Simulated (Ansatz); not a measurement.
# LaP: a single-point run

The task is a single-point run on LaP. The structure is shown as the input types it. The cell is built on a prototype (CsCl type) and needn't be the phase found in nature.

Method: density functional or hybrid calculation with the settings of its input, plane waves (as first typed), in Ansatz 0.2.0.

2 further runs of the same task are left out: 1 for a known fault of the program, 1 that didn't finish.

## 1. Starting point

The structure is cubic, space group Pm-3m (No. 221). Conventional cell: a = 3.650 Å, b = 3.650 Å, c = 3.650 Å, α = 90.00°, β = 90.00°, γ = 90.00°. Around La (site symmetry m-3m) lie 8 P at 3.16 Å. P (site symmetry m-3m) is surrounded by 8 La at 3.16 Å.

As a file:

```cif
data_structure
_symmetry_space_group_name_H-M 'Pm-3m'
_symmetry_Int_Tables_number 221
_cell_length_a 3.6497
_cell_length_b 3.6497
_cell_length_c 3.6497
_cell_angle_alpha 90.000
_cell_angle_beta 90.000
_cell_angle_gamma 90.000
_cell_volume 48.61
loop_
_atom_site_label
_atom_site_type_symbol
_atom_site_symmetry_multiplicity
_atom_site_Wyckoff_symbol
_atom_site_fract_x
_atom_site_fract_y
_atom_site_fract_z
_atom_site_occupancy
La1 La 1 a 0.00000 0.00000 0.00000 1
P1 P 1 b 0.50000 0.50000 0.50000 1
```

## 2. The calculation

input.yaml

```yaml
crystal:
  lattice:
    - [3.6496601424, 0.0, 0.0]
    - [0.0, 3.6496601424, 0.0]
    - [0.0, 0.0, 3.6496601424]
  atoms:
    - { symbol: La, position: [0.0, 0.0, 0.0] }
    - { symbol: P, position: [0.5, 0.5, 0.5] }
kpoints:
  mp_grid: { grid: [6, 6, 6] }
hamiltonian:
  xc: b3pw
scf:
  occupations: { method: fermi_dirac, width: 0.02 }
  n_extra_bands: 4
output:
  forces: true
  stress: true
  eigenvalues: true
```

Command:

```bash
> ansatz run input.yaml --threads 4 --pin off --max-ram 3686MiB --backend cpu --events-out ev --progress --plain --runs-dir out
```

Q: Will this input give a usable result? If not, why, and what should change?

Nothing was computed: the input was turned down at the start. Its message: «line 12 column 7: hamiltonian.xc: unknown variant `b3pw`, expected one of `lda`, `lda-pw`, `pw92`, `pbe`, `pbesol`, `rpbe`, `revpbe`, `blyp`, ...»

In the input, hamiltonian.xc is b3pw. The functional or method isn't one that the program knows by that name.

Remedy: set hamiltonian.xc to pbesol. Any name on the list would pass the check; a listed functional of a like name need not be the same functional.
